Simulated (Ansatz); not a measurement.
# BH8N2P: the cost of one run

Program: Ansatz 0.2.0. Level of theory: RKS PBE0/6-31G*. These are calculated values, not measurements.

## 1. The system as given

Bond lengths: B1–N3 1.550 Å, N3–H4 1.060 Å, N3–H5 1.060 Å, B1–N6 1.550 Å, N6–H7 1.060 Å, N6–H8 1.060 Å, B1–P9 2.210 Å, P9–H10 1.420 Å, P9–H11 1.420 Å, P9–H12 1.564 Å. Angles (14 of 15 angles, heavy atoms first): N3–B1–N6 120.0°, N3–B1–P9 105.4°, N6–B1–P9 92.8°, B1–N3–H4 120.0°, B1–N3–H5 120.0°, B1–N6–H7 120.0°, B1–N6–H8 120.0°, B1–P9–H10 109.5°, B1–P9–H11 109.5°, B1–P9–H12 56.9°, H4–N3–H5 120.0°, H7–N6–H8 120.0°, H10–P9–H11 109.4°, H10–P9–H12 117.5°.

Structure file:

```xyz
12

B     0.0000    0.0000    0.0000
H     0.0000    0.0000    1.5400
N     1.3423    0.0000   -0.7750
H     1.8089   -0.9179   -1.0268
H     1.7937    0.9179   -1.0532
N    -1.3423    0.0000   -0.7750
H    -2.0112   -0.8164   -0.6764
H    -1.5914    0.8164   -1.4036
P    -0.2764    2.0790    0.6969
H    -1.5961    2.5082    0.3960
H    -0.0678    2.1402    2.1001
H    -0.1152    0.8664    1.6712
```

## 2. A restrained relaxation towards end A

Springs on the bonds that form and break draw the guess towards this end; the thresholds are loose.

File input.yaml:

```yaml
crystal:
  periodic: [false, false, false]
  atoms:
    - { symbol: B, position_ang: [0.0, 0.0, 0.0] }
    - { symbol: H, position_ang: [0.0, 0.0, 1.54] }
    - { symbol: "N", position_ang: [1.3423, 0.0, -0.775] }
    - { symbol: H, position_ang: [1.8089, -0.9179, -1.0268] }
    - { symbol: H, position_ang: [1.7937, 0.9179, -1.0532] }
    - { symbol: "N", position_ang: [-1.3423, 0.0, -0.775] }
    - { symbol: H, position_ang: [-2.0112, -0.8164, -0.6764] }
    - { symbol: H, position_ang: [-1.5914, 0.8164, -1.4036] }
    - { symbol: P, position_ang: [-0.2764, 2.079, 0.6969] }
    - { symbol: H, position_ang: [-1.5961, 2.5082, 0.396] }
    - { symbol: H, position_ang: [-0.0678, 2.1402, 2.1001] }
    - { symbol: H, position_ang: [-0.1152, 0.8664, 1.6712] }
basis:
  gaussian: { orbitals: "6-31G*" }
hamiltonian:
  xc: pbe0
relax:
  f_tol: 0.15
  max_steps: 25
  restrain:
    - { distance: [0, 8], at: 3.11, k: 30.0 }
    - { distance: [11, 1], at: 1.86, k: 30.0 }
    - { distance: [0, 1], at: 1.19, k: 30.0 }
    - { distance: [11, 8], at: 1.42, k: 30.0 }
```

On the command line:

```bash
> ansatz run input.yaml --threads 1 --pin off --max-ram 2048MiB --backend cpu --events-out ev --progress --plain --runs-dir out
```

What time and memory should one allow on 1 thread of Arm Neoverse V1, shared host?

About 56 s, with a peak of 0.16 GiB.
